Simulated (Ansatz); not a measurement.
# MoS: the cost of one run

Program: Ansatz 0.2.0. Level of theory: DFT r2SCAN+U, scalar-relativistic, plane waves, PAW. These are calculated values, not measurements.

## 1. The structure to begin with

Symmetry: F-43m, No. 216, cubic system. Conventional cell: a = 5.519 Å, b = 5.519 Å, c = 5.519 Å, α = 90.00°, β = 90.00°, γ = 90.00°. Around Mo (site symmetry -43m) lie 4 S at 2.39 Å. S (site symmetry -43m) has 4 Mo at 2.39 Å in its first shell of neighbours.

Structure file:

```xyz
4
Lattice="0.0000 2.7593 2.7593 2.7593 0.0000 2.7593 5.5186 5.5186 0.0000" Properties=species:S:1:pos:R:3 pbc="T T T"
Mo    0.0000    2.7593    2.7593
S     1.3797    1.3797    1.3797
Mo    2.7593    5.5186    2.7593
S     4.1390    4.1390    1.3797
```

## 2. Volume dafm0: 0.8 V/V0

File input.yaml:

```yaml
crystal:
  lattice:
    - [0.0, 2.7593128162, 2.7593128162]
    - [2.7593128162, 0.0, 2.7593128162]
    - [5.5186256324, 5.5186256324, 0.0]
  atoms:
    - { symbol: Mo, position: [1.0, 0.0, 0.0], spin: 2.0 }
    - { symbol: S, position: [0.25, 0.25, 0.125] }
    - { symbol: Mo, position: [1.0, 0.0, 0.5], spin: -2.0 }
    - { symbol: S, position: [0.25, 0.25, 0.625] }
basis:
  ecutwfc: 500
kpoints:
  mp_grid: { grid: [12, 12, 6] }
hamiltonian:
  xc: r2scan
  hubbard: { sites: [{ species: Mo, l: d, u_eff: 4.38 }] }
scf:
  occupations: { method: gaussian, width: 0.1 }
output:
  forces: true
  stress: true
  eigenvalues: true
  populations: true
magnetization:
  spin_polarized: true
```

Started as:

```
ansatz run input.yaml --threads 1 --pin off --max-ram 2560MiB --backend cpu --events-out ev --progress --plain --runs-dir out
```

What time and memory should one allow on 1 thread of Intel Xeon 6975P-C (Granite Rapids), shared host?

About 52 s, with a peak of 1 GiB.
